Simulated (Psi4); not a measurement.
# B3LYP/6-31G(d) (spherical functions) run of BNH3OF (SMILES NB(O)F)

Aim: the vertical ionisation energy of BNH3OF at B3LYP/6-31G* (spherical functions), from 2 runs. 

Program for the calculation: Psi4 1.11.

## Step 1: The structure to begin with

BNH3OF has 7 atoms, charge 0, and is taken as a singlet. As SMILES, `NB(O)F`. The shape is that of a PBE0-D4/def2-TZVP optimisation. This is one conformer, not always the lowest.

Bond lengths: N1–B2 1.406 Å, B2–O3 1.363 Å, B2–F4 1.337 Å, N1–H5 1.004 Å, N1–H6 1.003 Å, O3–H7 0.957 Å. Angles: N1–B2–O3 125.7°, N1–B2–F4 118.3°, O3–B2–F4 116.0°, B2–N1–H5 121.1°, B2–N1–H6 124.7°, B2–O3–H7 114.6°, H5–N1–H6 114.2°.

## Step 2: A single-point energy at B3LYP/6-31G(d) (spherical functions)

bfh3no.inp

```
memory 2.2 GB

molecule molecule1 {
  N
  B 1 r2
  O 2 r3 1 a3
  F 2 r4 3 a4 1 d4
  H 1 r5 2 a5 4 d5
  H 1 r6 5 a6 2 d6
  H 3 r7 2 a7 4 d7

  r2 = 1.406194
  r3 = 1.363324
  a3 = 125.71711
  r4 = 1.337002
  a4 = 116.00091
  d4 = -179.98159
  r5 = 1.004008
  a5 = 121.05448
  d5 = 0.01506
  r6 = 1.002539
  a6 = 114.21939
  d6 = -179.9679
  r7 = 0.957441
  a7 = 114.61203
  d7 = -179.97068
  symmetry c1
}

set reference rks
set puream true
set e_convergence 1e-09
set d_convergence 1e-08
set scf_type pk
set dft_radial_points 99
set dft_spherical_points 590

e_tot, wfn = energy("b3lyp/6-31G*", return_wfn=True)
oeprop(wfn, "QUADRUPOLE", "LOWDIN_CHARGES", "DIPOLE")
print_variables()
```

The run is started by

```bash
$ psi4 -n 1 bfh3no.inp bfh3no.out
```

bfh3no.out:

```text
[...]
  Running in c1 symmetry.
[...]
  Nuclear repulsion =  114.658726401180530
[...]
  Multiplicity = 1
[...]
  Nalpha       = 16
  Nbeta        = 16
[...]
    Number of basis functions: 62
[...]
   @RKS iter   1:  -256.28765859902938   -2.34992e-01   1.47364e-02 DIIS/ADIIS
[...]
   @RKS iter  11:  -256.61683581501609   -1.70530e-13   1.68652e-09 DIIS
[...]
    Orbital Energies [Eh]
    ---------------------
    Doubly Occupied:
       1A    -24.659638     2A    -19.143675     3A    -14.314648
       4A     -6.801388     5A     -1.171762     6A     -1.016866
       7A     -0.863221     8A     -0.564924     9A     -0.525495
      10A     -0.503690    11A     -0.459733    12A     -0.426226
      13A     -0.379329    14A     -0.357593    15A     -0.337485
      16A     -0.269683
[...]
  @RKS Final Energy:  -256.61683581501609
   => Energetics <=
    Nuclear Repulsion Energy =            114.6587264011805303
    One-Electron Energy =                -580.7756884160615982
    Two-Electron Energy =                 234.8285538696852655
    DFT Exchange-Correlation Energy =     -25.3284276698202433
    Empirical Dispersion Energy =           0.0000000000000000
    VV10 Nonlocal Energy =                  0.0000000000000000
    Total Energy =                       -256.6168358150160884
[...]
 Multipole Moments:
 ------------------------------------------------------------------------------------
     Multipole            Electronic (a.u.)      Nuclear  (a.u.)        Total (a.u.)
 ------------------------------------------------------------------------------------
 L = 1.  Multiply by 2.5417464519 to convert [e a0] to [Debye]
 Dipole X            :          0.0000680            0.0001743            0.0002423
 Dipole Y            :          2.2280371           -2.9396802           -0.7116431
 Dipole Z            :          2.7337497           -3.9666874           -1.2329378
 Magnitude           :                                                    1.4235770
 L = 2.  Multiply by 1.3450342976 to convert [e a0^2] to [Debye ang]
 Quadrupole XX       :        -16.9815326            0.0000039          -16.9815288
 Quadrupole XY       :         -0.0151456            0.0150086           -0.0001370
[...]
```

Run time: 13 s. Hardware: 1 thread of Intel Xeon Platinum 8259CL at 2.50GHz (Skylake/Cascade Lake), shared host; peak memory 0.88 GiB.

## Step 3: The doublet cation: energy and forces at UB3LYP/6-31G(d) (spherical functions)

job.py

```python
import psi4

psi4.set_memory('2200 MB')
psi4.set_num_threads(1)
psi4.core.set_output_file('bfh3no.out', False)

geom = psi4.geometry("""
1 2
N     -0.531800     0.753400    -0.032100
B      0.039300    -0.505700    -0.288800
O      1.106300    -1.044300     0.367000
F     -0.494800    -1.258200    -1.256300
H     -1.320400     1.081700    -0.559700
H     -0.210100     1.394300     0.668500
H      1.472700    -0.489200     1.055700
symmetry c1
""")

psi4.set_options({
    'reference': 'uks',
    'puream': True,
    'e_convergence': 1e-09,
    'd_convergence': 1e-08,
    'scf_type': 'pk',
    'dft_radial_points': 99,
    'dft_spherical_points': 590,
    'maxiter': 100,
})

e_tot, wfn = psi4.gradient('b3lyp/6-31G*', return_wfn=True)
psi4.oeprop(wfn, 'MULLIKEN_CHARGES', 'WIBERG_LOWDIN_INDICES', 'LOWDIN_CHARGES')
print('gradient / Eh bohr^-1')
print(e_tot.np.round(6))
print(f'energy = {wfn.energy():.10f} Eh')
```

The run is started by

```bash
$ python job.py
```

bfh3no.out (excerpt; [...] marks lines left out):

```text
[...]
  Running in c1 symmetry.
[...]
  Nuclear repulsion =  114.658705407158465
[...]
  Multiplicity = 2
[...]
  Nalpha       = 16
  Nbeta        = 15
[...]
    Number of basis functions: 62
[...]
   @UKS iter   1:  -256.07019655462653   -1.75305e-02   1.04558e-02 ADIIS/DIIS
[...]
   @UKS iter  14:  -256.23405023635786   -1.76215e-12   2.80235e-09 DIIS
[...]
   @S^2 Observed:                7.599212387E-01
[...]
  @UKS Final Energy:  -256.23405023635786
   => Energetics <=
    Nuclear Repulsion Energy =            114.6587054071584646
    One-Electron Energy =                -571.3900590735659080
    Two-Electron Energy =                 225.5131430672410886
    DFT Exchange-Correlation Energy =     -25.0158396371914797
    Empirical Dispersion Energy =           0.0000000000000000
    VV10 Nonlocal Energy =                  0.0000000000000000
    Total Energy =                       -256.2340502363578594
[...]
 Multipole Moments:
 ------------------------------------------------------------------------------------
     Multipole            Electronic (a.u.)      Nuclear  (a.u.)        Total (a.u.)
 ------------------------------------------------------------------------------------
 L = 1.  Multiply by 2.5417464519 to convert [e a0] to [Debye]
 Dipole X            :         -0.6238358            0.3641782           -0.2596575
 Dipole Y            :         -1.4502790            4.0138763            2.5635973
 Dipole Z            :         -1.4886495            2.8517547            1.3631052
 Magnitude           :                                                    2.9150487
[...]
  -Total Gradient:
     Atom            X                  Y                   Z
    ------   -----------------  -----------------  -----------------
       1        0.007843772997    -0.028748366684    -0.010713124328
       2       -0.020062189227     0.089083837584     0.037060028952
       3        0.017064518424    -0.012350045827     0.008150963039
       4       -0.002854048488    -0.020800051513    -0.015648451852
       5        0.017356300922    -0.006960398500     0.011794087911
       6       -0.005067281234    -0.015285164384    -0.014270865226
       7       -0.014276560248    -0.004960482143    -0.016381253138
[...]
  Mulliken Charges: (a.u.)
   Center  Symbol    Alpha    Beta     Spin     Total
       1     N     4.15955  3.29906  0.86049 -0.45860
       2     B     2.12006  2.20537 -0.08531  0.67457
[...]
```

The script printed:

```text
gradient / Eh bohr^-1
[[ 0.007844 -0.028748 -0.010713]
 [-0.020062  0.089084  0.03706 ]
 [ 0.017065 -0.01235   0.008151]
 [-0.002854 -0.0208   -0.015648]
 [ 0.017356 -0.00696   0.011794]
 [-0.005067 -0.015285 -0.014271]
 [-0.014277 -0.00496  -0.016381]]
energy = -256.2340502364 Eh
```

Run time: 30 s. Hardware: 1 thread of Intel Xeon Platinum 8259CL at 2.50GHz (Skylake/Cascade Lake), shared host; peak memory 0.88 GiB.

## Step 4: What came out

At B3LYP/6-31G* (spherical functions):

```
                                          quantity          value
                      singlet BNH3OF: total energy  -256.61684 Eh
                     singlet BNH3OF: dipole moment         3.62 D
                       singlet BNH3OF: HOMO energy       -7.34 eV
                       singlet BNH3OF: LUMO energy        1.59 eV
                     singlet BNH3OF: HOMO–LUMO gap        8.92 eV
                      doublet cation: total energy  -256.23405 Eh
doublet cation: HOMO energy (highest over α and β)      -15.92 eV
 doublet cation: LUMO energy (lowest over α and β)      -13.44 eV
                              doublet cation: ⟨S²⟩          0.760
          doublet cation: largest force on an atom     5.068 eV/Å
vertical ionisation energy (to the doublet cation)      10.416 eV
```

**Reading.** The vertical ionisation energy comes to 10.42 eV (1005 kJ/mol). The negative HOMO energy of the first species, 7.34 eV, lies 3.08 eV below that difference. Mulliken charges (doublet cation) run from -0.46 on N1 to +0.67 on B2; they depend strongly on the basis.
